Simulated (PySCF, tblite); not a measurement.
# CH₆Al₂F₈N−, a cluster of ions: infrared bands, interaction energy, NMR shifts and core binding energies, part 2 of 3

tblite 0.8.0 and PySCF 2.14.0. Atoms count from 0, parts from 1.

### 4 Counterpoise and decomposition: PBE0-D3(BJ)/def2-SVP

The job: settings as JSON, then the geometry in Å.

```
{"job": {"kind": "inter", "xc": "PBE0", "basis": "def2-SVP", "disp": "d3bj", "pairs": true}, "charge": -1, "multiplicity": 1, "parts": [{"atoms": "0-7", "charge": 1, "multiplicity": 1}, {"atoms": "8-12", "charge": -1, "multiplicity": 1}, {"atoms": "13-17", "charge": -1, "multiplicity": 1}]}
C      0.256412    -0.430802    -0.308468
N     -0.712672    -1.097005     0.567653
H      0.825858     0.296667     0.262102
H     -0.271976     0.062649    -1.120006
H      0.927958    -1.171358    -0.734595
H     -1.362152    -0.417507     0.980568
H     -1.259003    -1.785139     0.029965
H     -0.249561    -1.547514     1.368760
F     -1.442496     0.375915     2.831262
Al     0.022994    -0.117340     3.504577
F      0.202961     0.303687     5.101606
F      0.088940    -1.781130     3.217120
F      1.213571     0.526252     2.508815
F     -3.349712    -3.153606    -2.915887
Al    -2.415933    -2.482067    -1.716372
F     -2.761823    -3.063118    -0.173870
F     -0.765507    -2.759098    -1.908023
F     -2.568323    -0.809282    -1.605239
```

Method: PBE0-D3(BJ)/def2-SVP interaction energy, counterpoise and uncorrected, gas phase.

Log:

```text
part 1, own basis, geometry of the cluster
coarse grid: 5872 points
cycle   1  E = -96.0063594887  dE =  3.111e-01  |g| = 2.084e-01  |ddm| = 2.383e+00
cycle   2  E = -96.0124921303  dE = -6.133e-03  |g| = 1.891e-01  |ddm| = 4.294e-01
cycle   3  E = -96.0200130100  dE = -7.521e-03  |g| = 3.745e-02  |ddm| = 1.414e-01
cycle   4  E = -96.0202811540  dE = -2.681e-04  |g| = 5.025e-03  |ddm| = 2.675e-02
cycle   5  E = -96.0202861417  dE = -4.988e-06  |g| = 2.210e-03  |ddm| = 5.670e-03
final grid: 54432 points
cycle   6  E = -96.0270710094  dE = -1.601e-05  |g| = 4.343e-03  |ddm| = 1.011e-02
cycle   7  E = -96.0270699181  dE =  1.091e-06  |g| = 4.986e-03  |ddm| = 6.299e-03
cycle   8  E = -96.0270752650  dE = -5.347e-06  |g| = 2.810e-04  |ddm| = 3.313e-03
cycle   9  E = -96.0270752808  dE = -1.580e-08  |g| = 9.935e-05  |ddm| = 2.629e-04
cycle  10  E = -96.0270752829  dE = -2.170e-09  |g| = 1.506e-05  |ddm| = 7.684e-05
cycle  11  E = -96.0270752830  dE = -5.082e-11  |g| = 4.246e-07  |ddm| = 1.056e-05
converged SCF energy = -96.0270752830

part 2, own basis, geometry of the cluster
coarse grid: 5968 points
cycle   1  E = -641.0012535156  dE =  2.966e-02  |g| = 1.146e+00  |ddm| = 2.228e+00
cycle   2  E = -640.8344538267  dE =  1.668e-01  |g| = 1.551e+00  |ddm| = 1.594e+00
cycle   3  E = -641.2107208162  dE = -3.763e-01  |g| = 1.631e-02  |ddm| = 9.422e-01
cycle   4  E = -641.2107805902  dE = -5.977e-05  |g| = 6.237e-03  |ddm| = 2.658e-02
cycle   5  E = -641.2107854007  dE = -4.810e-06  |g| = 2.962e-03  |ddm| = 5.447e-03
final grid: 58312 points
cycle   6  E = -641.2935436285  dE = -1.804e-05  |g| = 4.816e-03  |ddm| = 9.983e-03
cycle   7  E = -641.2935404410  dE =  3.188e-06  |g| = 6.604e-03  |ddm| = 6.333e-03
cycle   8  E = -641.2935472928  dE = -6.852e-06  |g| = 1.300e-04  |ddm| = 3.716e-03
cycle   9  E = -641.2935472943  dE = -1.525e-09  |g| = 7.615e-05  |ddm| = 1.018e-04
cycle  10  E = -641.2935472952  dE = -8.299e-10  |g| = 2.146e-05  |ddm| = 5.332e-05
converged SCF energy = -641.2935472952

part 3, own basis, geometry of the cluster
coarse grid: 5968 points
cycle   1  E = -641.0016189724  dE =  3.192e-02  |g| = 1.146e+00  |ddm| = 2.229e+00
cycle   2  E = -640.8354749859  dE =  1.661e-01  |g| = 1.549e+00  |ddm| = 1.592e+00
cycle   3  E = -641.2109495187  dE = -3.755e-01  |g| = 1.611e-02  |ddm| = 9.408e-01
cycle   4  E = -641.2110094445  dE = -5.993e-05  |g| = 5.476e-03  |ddm| = 2.637e-02
cycle   5  E = -641.2110132454  dE = -3.801e-06  |g| = 2.506e-03  |ddm| = 4.940e-03
final grid: 58312 points
cycle   6  E = -641.2936053214  dE = -1.744e-05  |g| = 3.972e-03  |ddm| = 9.346e-03
cycle   7  E = -641.2936032386  dE =  2.083e-06  |g| = 5.399e-03  |ddm| = 5.153e-03
cycle   8  E = -641.2936078110  dE = -4.572e-06  |g| = 1.335e-04  |ddm| = 3.041e-03
cycle   9  E = -641.2936078129  dE = -1.826e-09  |g| = 6.763e-05  |ddm| = 9.969e-05
cycle  10  E = -641.2936078135  dE = -6.319e-10  |g| = 2.308e-05  |ddm| = 4.931e-05
converged SCF energy = -641.2936078135

part 1, own basis, relaxed alone
coarse grid: 5872 points
cycle   1  E = -96.0065175107  dE =  2.858e-01  |g| = 2.096e-01  |ddm| = 2.376e+00
cycle   2  E = -96.0122733150  dE = -5.756e-03  |g| = 1.962e-01  |ddm| = 4.320e-01
cycle   3  E = -96.0203953922  dE = -8.122e-03  |g| = 3.656e-02  |ddm| = 1.448e-01
cycle   4  E = -96.0206529262  dE = -2.575e-04  |g| = 4.575e-03  |ddm| = 2.629e-02
cycle   5  E = -96.0206571289  dE = -4.203e-06  |g| = 1.973e-03  |ddm| = 5.227e-03
final grid: 54432 points
cycle   6  E = -96.0276004167  dE = -1.593e-05  |g| = 4.529e-03  |ddm| = 1.047e-02
cycle   7  E = -96.0275992836  dE =  1.133e-06  |g| = 5.179e-03  |ddm| = 6.648e-03
cycle   8  E = -96.0276051079  dE = -5.824e-06  |g| = 3.038e-04  |ddm| = 3.472e-03
cycle   9  E = -96.0276051267  dE = -1.879e-08  |g| = 1.037e-04  |ddm| = 2.795e-04
cycle  10  E = -96.0276051291  dE = -2.347e-09  |g| = 1.454e-05  |ddm| = 7.811e-05
cycle  11  E = -96.0276051291  dE = -4.917e-11  |g| = 4.611e-07  |ddm| = 1.066e-05
converged SCF energy = -96.0276051291

part 2, own basis, relaxed alone
coarse grid: 5968 points
cycle   1  E = -641.0060047062  dE =  1.387e-02  |g| = 1.145e+00  |ddm| = 2.223e+00
cycle   2  E = -640.8388812093  dE =  1.671e-01  |g| = 1.550e+00  |ddm| = 1.590e+00
cycle   3  E = -641.2146583772  dE = -3.758e-01  |g| = 1.565e-02  |ddm| = 9.404e-01
cycle   4  E = -641.2147175264  dE = -5.915e-05  |g| = 4.129e-03  |ddm| = 2.587e-02
cycle   5  E = -641.2147202599  dE = -2.734e-06  |g| = 4.306e-04  |ddm| = 3.897e-03
final grid: 58312 points
cycle   6  E = -641.2971637512  dE = -2.057e-05  |g| = 1.678e-03  |ddm| = 8.413e-03
cycle   7  E = -641.2971635931  dE =  1.581e-07  |g| = 1.975e-03  |ddm| = 1.959e-03
cycle   8  E = -641.2971641898  dE = -5.966e-07  |g| = 1.669e-04  |ddm| = 1.167e-03
cycle   9  E = -641.2971641938  dE = -4.007e-09  |g| = 4.703e-05  |ddm| = 1.306e-04
cycle  10  E = -641.2971641940  dE = -2.475e-10  |g| = 2.539e-05  |ddm| = 3.822e-05
converged SCF energy = -641.2971641940

part 3, own basis, relaxed alone: E = -641.2971641940 (as before)

cluster
final grid: 171048 points
cycle   1  E = -1378.8559967293  dE = -4.589e-02  |g| = 9.387e-02  |ddm| = 1.207e+00
cycle   2  E = -1378.8558341676  dE =  1.626e-04  |g| = 1.035e-01  |ddm| = 1.299e-01
cycle   3  E = -1378.8575020426  dE = -1.668e-03  |g| = 1.273e-02  |ddm| = 7.327e-02
cycle   4  E = -1378.8575264354  dE = -2.439e-05  |g| = 2.329e-03  |ddm| = 8.423e-03
cycle   5  E = -1378.8575271056  dE = -6.703e-07  |g| = 1.481e-03  |ddm| = 2.690e-03
cycle   6  E = -1378.8575274932  dE = -3.876e-07  |g| = 1.445e-04  |ddm| = 1.013e-03
cycle   7  E = -1378.8575274963  dE = -3.071e-09  |g| = 6.651e-05  |ddm| = 1.463e-04
cycle   8  E = -1378.8575274971  dE = -8.099e-10  |g| = 1.110e-05  |ddm| = 4.827e-05
converged SCF energy = -1378.8575274971

part 1 in the basis of the cluster
final grid: 171048 points
cycle   1  E = -96.0280246550  dE = -9.589e-04  |g| = 2.579e-03  |ddm| = 1.662e-01
cycle   2  E = -96.0280275256  dE = -2.871e-06  |g| = 5.878e-04  |ddm| = 7.565e-03
cycle   3  E = -96.0280275600  dE = -3.440e-08  |g| = 5.050e-04  |ddm| = 9.250e-04
cycle   4  E = -96.0280276110  dE = -5.102e-08  |g| = 9.233e-05  |ddm| = 3.497e-04
cycle   5  E = -96.0280276128  dE = -1.770e-09  |g| = 4.862e-06  |ddm| = 6.502e-05
cycle   6  E = -96.0280276128  dE = -5.230e-12  |g| = 1.149e-06  |ddm| = 4.853e-06
converged SCF energy = -96.0280276128

part 2 in the basis of the cluster
final grid: 171048 points
cycle   1  E = -641.3043346307  dE = -1.079e-02  |g| = 2.744e-02  |ddm| = 5.840e-01
cycle   2  E = -641.3043688411  dE = -3.421e-05  |g| = 2.928e-02  |ddm| = 5.010e-02
cycle   3  E = -641.3045009281  dE = -1.321e-04  |g| = 4.042e-03  |ddm| = 2.008e-02
cycle   4  E = -641.3045036066  dE = -2.678e-06  |g| = 8.661e-04  |ddm| = 3.812e-03
cycle   5  E = -641.3045037039  dE = -9.726e-08  |g| = 3.609e-04  |ddm| = 7.089e-04
cycle   6  E = -641.3045037247  dE = -2.079e-08  |g| = 1.342e-05  |ddm| = 2.341e-04
cycle   7  E = -641.3045037247  dE = -4.297e-11  |g| = 3.391e-06  |ddm| = 1.716e-05
converged SCF energy = -641.3045037247

part 3 in the basis of the cluster
final grid: 171048 points
cycle   1  E = -641.3039734731  dE = -1.037e-02  |g| = 2.432e-02  |ddm| = 6.581e-01
cycle   2  E = -641.3040000717  dE = -2.660e-05  |g| = 2.577e-02  |ddm| = 4.511e-02
cycle   3  E = -641.3041021308  dE = -1.021e-04  |g| = 3.497e-03  |ddm| = 1.797e-02
cycle   4  E = -641.3041041245  dE = -1.994e-06  |g| = 6.741e-04  |ddm| = 3.125e-03
cycle   5  E = -641.3041041804  dE = -5.592e-08  |g| = 3.201e-04  |ddm| = 5.867e-04
cycle   6  E = -641.3041041966  dE = -1.621e-08  |g| = 1.223e-05  |ddm| = 2.037e-04
cycle   7  E = -641.3041041966  dE = -3.490e-11  |g| = 3.085e-06  |ddm| = 1.750e-05
converged SCF energy = -641.3041041966

parts 1 and 2 in the basis of the cluster
final grid: 171048 points
cycle   1  E = -737.5007604410  dE = -3.278e-02  |g| = 7.398e-02  |ddm| = 9.033e-01
cycle   2  E = -737.5007801128  dE = -1.967e-05  |g| = 7.924e-02  |ddm| = 9.864e-02
cycle   3  E = -737.5017623240  dE = -9.822e-04  |g| = 1.124e-02  |ddm| = 5.518e-02
cycle   4  E = -737.5017831722  dE = -2.085e-05  |g| = 1.520e-03  |ddm| = 8.050e-03
cycle   5  E = -737.5017835357  dE = -3.635e-07  |g| = 1.035e-03  |ddm| = 2.063e-03
cycle   6  E = -737.5017837146  dE = -1.789e-07  |g| = 2.078e-04  |ddm| = 7.625e-04
cycle   7  E = -737.5017837219  dE = -7.344e-09  |g| = 3.892e-05  |ddm| = 1.703e-04
cycle   8  E = -737.5017837222  dE = -2.592e-10  |g| = 1.529e-05  |ddm| = 3.521e-05
converged SCF energy = -737.5017837222

parts 1 and 3 in the basis of the cluster
final grid: 171048 points
cycle   1  E = -737.4888166061  dE = -2.979e-02  |g| = 7.826e-02  |ddm| = 1.016e+00
cycle   2  E = -737.4887344460  dE =  8.216e-05  |g| = 8.548e-02  |ddm| = 1.046e-01
cycle   3  E = -737.4898706557  dE = -1.136e-03  |g| = 1.066e-02  |ddm| = 6.110e-02
cycle   4  E = -737.4898886164  dE = -1.796e-05  |g| = 1.611e-03  |ddm| = 7.073e-03
cycle   5  E = -737.4898889349  dE = -3.185e-07  |g| = 1.171e-03  |ddm| = 2.111e-03
cycle   6  E = -737.4898891770  dE = -2.421e-07  |g| = 1.429e-04  |ddm| = 8.137e-04
cycle   7  E = -737.4898891807  dE = -3.640e-09  |g| = 4.502e-05  |ddm| = 1.375e-04
cycle   8  E = -737.4898891810  dE = -3.315e-10  |g| = 1.487e-05  |ddm| = 3.726e-05
converged SCF energy = -737.4898891810

parts 2 and 3 in the basis of the cluster
final grid: 171048 points
cycle   1  E = -1282.5175530268  dE = -1.978e-02  |g| = 4.603e-02  |ddm| = 8.473e-01
cycle   2  E = -1282.5174413097  dE =  1.117e-04  |g| = 5.760e-02  |ddm| = 7.942e-02
cycle   3  E = -1282.5179640491  dE = -5.227e-04  |g| = 3.659e-03  |ddm| = 3.676e-02
cycle   4  E = -1282.5179661280  dE = -2.079e-06  |g| = 1.417e-03  |ddm| = 4.243e-03
cycle   5  E = -1282.5179664007  dE = -2.726e-07  |g| = 4.798e-04  |ddm| = 1.072e-03
cycle   6  E = -1282.5179664376  dE = -3.691e-08  |g| = 1.825e-05  |ddm| = 3.306e-04
cycle   7  E = -1282.5179664376  dE = -3.729e-11  |g| = 1.597e-05  |ddm| = 2.706e-05
converged SCF energy = -1282.5179664376

Interaction energy (kcal/mol)
  counterpoise     -142.770
  uncorrected      -156.841
  dispersion part    -4.158
  deformation         4.827
  binding          -137.943

Decomposition of the uncorrected value (kcal/mol)
  electrostatic    -146.454
  Pauli              23.528
  orbital           -29.757
  dispersion         -4.158

Charge of each part in the cluster: 0.937 -0.963 -0.974

Pairs (kcal/mol): 1-2 -108.136, 1-3 -101.024, 2-3 56.677
  two-body sum -152.483, many-body rest 9.713
```

Run time: 3.3 min. Hardware: 1 thread of Arm Neoverse N1, shared host; peak memory 0.6 GiB.

Contacts at this geometry (a selection, picked against the atoms' radii; other short pairs can be missing):

```tsv
atoms	distance (Å)	kind (by distance and angle)	angle (°)
H7···F11	1.89	hydrogen bond	153
H6···F15	1.98	hydrogen bond	152
H5···F8	2.02	hydrogen bond	131
H6···F16	2.22	hydrogen bond	129
H2···F12	2.29	weak hydrogen bond	132
H6···Al14	2.21	inside the van der Waals sum	–
H7···Al9	2.58	inside the van der Waals sum	–
```

The decomposition goes in steps from the parts' own densities: electrostatics between them unchanged, then the rise on making their orbitals orthogonal (called Pauli here; it holds the exchange-correlation between the parts too, so it can be small or negative at long range), then orbital relaxation, then the dispersion term. Charges of the parts share the cluster's density out in proportion to the parts' own densities.

The SCF energies in the log hold no dispersion term; the tabulated energies do.

The parts:

```tsv
part	SMILES	deformation (kcal/mol)	HOMO alone (eV)	charge in the cluster (e)
1	C[NH3+]	0.33	-17.25	0.937
2	[F][Al-]([F])([F])[F]	2.27	-4.63	-0.963
3	[F][Al-]([F])([F])[F]	2.23	-4.63	-0.974
```

### 5 NMR shieldings: PBE0/pcSseg-1

Settings changed since step 4:

```diff
@@ -1,2 +1,2 @@
-{"job": {"kind": "inter", "xc": "PBE0", "basis": "def2-SVP", "disp": "d3bj", "pairs": true}, "charge": -1, "multiplicity": 1, "parts": [{"atoms": "0-7", "charge": 1, "multiplicity": 1}, {"atoms": "8-12", "charge": -1, "multiplicity": 1}, {"atoms": "13-17", "charge": -1, "multiplicity": 1}]}
+{"job": {"kind": "nmr", "xc": "PBE0", "basis": "pcSseg-1"}, "charge": -1, "multiplicity": 1, "parts": [{"atoms": "0-7", "charge": 1, "multiplicity": 1}, {"atoms": "8-12", "charge": -1, "multiplicity": 1}, {"atoms": "13-17", "charge": -1, "multiplicity": 1}]}
 C      0.256412    -0.430802    -0.308468
```

Level: GIAO PBE0/pcSseg-1 NMR shielding, non-relativistic, gas phase.

Log:

```text
coarse grid: 17808 points
cycle   1  E = -1379.1540865794  dE =  3.280e-01  |g| = 1.583e+00  |ddm| = 3.589e+00
cycle   2  E = -1378.7845180391  dE =  3.696e-01  |g| = 2.304e+00  |ddm| = 2.045e+00
cycle   3  E = -1379.5364535231  dE = -7.519e-01  |g| = 4.403e-02  |ddm| = 1.206e+00
cycle   4  E = -1379.5365410575  dE = -8.753e-05  |g| = 3.837e-02  |ddm| = 4.530e-02
cycle   5  E = -1379.5368230090  dE = -2.820e-04  |g| = 5.488e-03  |ddm| = 2.311e-02
cycle   6  E = -1379.5368271322  dE = -4.123e-06  |g| = 2.180e-03  |ddm| = 3.969e-03
final grid: 171048 points
cycle   7  E = -1379.6475849381  dE = -9.741e-05  |g| = 6.804e-03  |ddm| = 2.032e-02
cycle   8  E = -1379.6475810695  dE =  3.869e-06  |g| = 8.351e-03  |ddm| = 8.331e-03
cycle   9  E = -1379.6475935528  dE = -1.248e-05  |g| = 8.005e-04  |ddm| = 4.673e-03
cycle  10  E = -1379.6475936355  dE = -8.278e-08  |g| = 3.038e-04  |ddm| = 5.491e-04
cycle  11  E = -1379.6475936512  dE = -1.566e-08  |g| = 5.196e-05  |ddm| = 1.818e-04
cycle  12  E = -1379.6475936515  dE = -3.461e-10  |g| = 1.952e-05  |ddm| = 3.314e-05
converged SCF energy = -1379.6475936515

GIAO shielding tensors (ppm)
atom      isotropic    diamagn.    paramagn.     s11        s22        s33       span
  0 C      159.336     253.956     -94.620    143.236    149.249    185.524     42.288
  1 N      211.642     324.883    -113.240    197.161    210.740    227.027     29.866
  2 H       28.415      33.189      -4.773     21.650     28.981     34.615     12.964
  3 H       28.888      33.586      -4.699     23.782     28.952     33.928     10.146
  4 H       29.237      32.447      -3.210     24.630     28.130     34.950     10.320
  5 H       25.931      32.921      -6.991     17.480     22.884     37.428     19.948
  6 H       24.805      32.238      -7.433     13.723     19.028     41.663     27.940
  7 H       25.111      30.947      -5.836     16.082     18.572     40.679     24.596
  8 F      389.540     472.656     -83.116    350.490    362.710    455.420    104.929
  9 Al     514.051     793.668    -279.616    499.725    503.492    538.937     39.212
 10 F      388.026     470.747     -82.722    348.685    353.262    462.130    113.445
 11 F      389.988     472.017     -82.030    357.369    359.666    452.927     95.557
 12 F      395.554     473.103     -77.549    360.790    373.924    451.948     91.158
 13 F      386.252     470.542     -84.290    347.630    351.827    459.300    111.670
 14 Al     513.396     793.536    -280.139    500.274    502.634    537.282     37.008
 15 F      377.059     471.250     -94.190    340.166    344.576    446.435    106.269
 16 F      387.590     471.222     -83.631    349.045    363.153    450.573    101.529
 17 F      390.724     472.641     -81.916    349.641    364.748    457.784    108.143

== part 1 alone, relaxed ==
coarse grid: 5872 points
cycle   1  E = -96.0606480451  dE =  3.000e-01  |g| = 2.134e-01  |ddm| = 2.079e+00
cycle   2  E = -96.0665035238  dE = -5.855e-03  |g| = 2.002e-01  |ddm| = 3.844e-01
cycle   3  E = -96.0746316756  dE = -8.128e-03  |g| = 3.891e-02  |ddm| = 1.198e-01
cycle   4  E = -96.0748990243  dE = -2.673e-04  |g| = 5.462e-03  |ddm| = 2.094e-02
cycle   5  E = -96.0749043826  dE = -5.358e-06  |g| = 2.530e-03  |ddm| = 4.963e-03
final grid: 54432 points
cycle   6  E = -96.0821109320  dE = -1.708e-05  |g| = 4.234e-03  |ddm| = 1.032e-02
cycle   7  E = -96.0821099230  dE =  1.009e-06  |g| = 4.877e-03  |ddm| = 4.799e-03
cycle   8  E = -96.0821148499  dE = -4.927e-06  |g| = 3.002e-04  |ddm| = 2.538e-03
cycle   9  E = -96.0821148662  dE = -1.629e-08  |g| = 1.170e-04  |ddm| = 2.253e-04
cycle  10  E = -96.0821148690  dE = -2.856e-09  |g| = 1.860e-05  |ddm| = 6.986e-05
cycle  11  E = -96.0821148691  dE = -7.495e-11  |g| = 5.409e-07  |ddm| = 1.094e-05
converged SCF energy = -96.0821148691

GIAO shielding tensors (ppm)
atom      isotropic    diamagn.    paramagn.     s11        s22        s33       span
  0 C      155.208     247.565     -92.356    138.084    138.163    189.378     51.294
  1 N      221.155     316.943     -95.788    220.782    221.291    221.392      0.609
  2 H       28.057      27.994       0.063     23.967     25.765     34.440     10.473
  3 H       28.059      27.996       0.064     23.964     25.769     34.444     10.480
  4 H       28.059      27.997       0.061     23.969     25.766     34.441     10.472
  5 H       26.560      27.690      -1.130     19.983     22.655     37.041     17.058
  6 H       26.562      27.693      -1.132     19.986     22.656     37.043     17.058
  7 H       26.561      27.696      -1.134     19.978     22.662     37.044     17.065

== part 2 alone, relaxed ==
coarse grid: 5968 points
cycle   1  E = -641.4301220986  dE =  4.027e-03  |g| = 1.126e+00  |ddm| = 2.028e+00
cycle   2  E = -641.2641662235  dE =  1.660e-01  |g| = 1.598e+00  |ddm| = 1.208e+00
cycle   3  E = -641.6191359243  dE = -3.550e-01  |g| = 1.550e-02  |ddm| = 7.158e-01
cycle   4  E = -641.6191647353  dE = -2.881e-05  |g| = 5.197e-03  |ddm| = 1.464e-02
cycle   5  E = -641.6191693818  dE = -4.647e-06  |g| = 7.611e-04  |ddm| = 4.290e-03
final grid: 58312 points
cycle   6  E = -641.6704125210  dE = -3.860e-05  |g| = 1.649e-03  |ddm| = 7.990e-03
cycle   7  E = -641.6704125259  dE = -4.965e-09  |g| = 1.614e-03  |ddm| = 1.365e-03
cycle   8  E = -641.6704128585  dE = -3.326e-07  |g| = 3.792e-04  |ddm| = 8.065e-04
cycle   9  E = -641.6704128779  dE = -1.941e-08  |g| = 3.338e-05  |ddm| = 1.721e-04
cycle  10  E = -641.6704128781  dE = -1.460e-10  |g| = 1.516e-06  |ddm| = 1.864e-05
converged SCF energy = -641.6704128781

GIAO shielding tensors (ppm)
atom      isotropic    diamagn.    paramagn.     s11        s22        s33       span
  0 F      386.581     472.978     -86.397    350.463    350.467    458.811    108.348
  1 Al     516.244     792.664    -276.420    516.220    516.250    516.261      0.040
  2 F      386.573     472.977     -86.404    350.456    350.461    458.803    108.348
  3 F      386.577     472.977     -86.400    350.461    350.463    458.807    108.347
  4 F      386.576     472.977     -86.401    350.459    350.461    458.808    108.349
```

It took 2 min on 1 thread of Arm Neoverse N1, shared host; peak memory 1.2 GiB.

The references, computed at this level on geometries of the same kind, shield at (ppm): 1H TMS 31.72, 13C TMS 186.9, 19F CFCl3 170.9, 15N NH3 267.7, 27Al AlH4- 490.0. Their shielding less the atom's gives the shift. The references are single molecules in the gas phase, so shifts against H2O, NH3, PH3, H3PO4 or CFCl3 are not on the usual liquid scales and can be off by tens of ppm. Shifts against hydride references such as AlH4− lie on their own scale.

```tsv
atoms	environment	σ (ppm)	δ (ppm)
C0	carbon bonded to N, 3 H	159.3	27.6
H6	hydrogen on a nitrogen bonded to C	24.80	6.91
H7	hydrogen on a nitrogen bonded to C	25.11	6.61
H5	hydrogen on a nitrogen bonded to C	25.93	5.79
H2	hydrogen on a carbon bonded to N	28.42	3.30
H3	hydrogen on a carbon bonded to N	28.89	2.83
H4	hydrogen on a carbon bonded to N	29.24	2.48
N1	nitrogen bonded to C, 3 H	211.6	56.1
F15	fluorine bonded to Al	377.1	-206.1
F13	fluorine bonded to Al	386.3	-215.3
F16	fluorine bonded to Al	387.6	-216.6
F10	fluorine bonded to Al	388.0	-217.1
F8	fluorine bonded to Al	389.5	-218.6
F11	fluorine bonded to Al	390.0	-219.0
F17	fluorine bonded to Al	390.7	-219.8
F12	fluorine bonded to Al	395.6	-224.6
Al14	aluminium bonded to 4 F	513.4	-23.4
Al9	aluminium bonded to 4 F	514.1	-24.1
```

The run also stored atomic charges by several schemes (e):

```tsv
atoms	Mulliken	IAO	Hirshfeld	ESP fit
C0	-0.20	-0.32	-0.04	-0.29
N1	-0.30	-0.28	0.00	0.03
F8	-0.58	-0.61	-0.32	-0.57
Al9	1.41	1.50	0.55	1.33
F10	-0.56	-0.60	-0.35	-0.54
F11	-0.57	-0.60	-0.31	-0.56
F12	-0.58	-0.62	-0.34	-0.57
F13	-0.56	-0.60	-0.35	-0.55
Al14	1.38	1.50	0.54	1.33
F15	-0.56	-0.61	-0.32	-0.55
F16	-0.58	-0.62	-0.33	-0.55
F17	-0.58	-0.62	-0.33	-0.56
```

Mayer bond orders: C0–N1 0.97, F8–Al9 0.67, Al9–F10 0.78, Al9–F11 0.65, Al9–F12 0.69, F13–Al14 0.78, Al14–F15 0.68, Al14–F16 0.68, Al14–F17 0.69.

Against the parts alone, each relaxed by itself:

```tsv
atom	σ alone (ppm)	σ in the cluster	shift on binding (ppm)
F15	386.57	377.06	+9.51
N1	221.16	211.64	+9.51
F12	386.58	395.55	-8.98
F17	386.58	390.72	-4.15
C0	155.21	159.34	-4.13
H6	26.56	24.80	+1.76
H7	26.56	25.11	+1.45
H4	28.06	29.24	-1.18
H3	28.06	28.89	-0.83
```

[end of part 2 of 3]
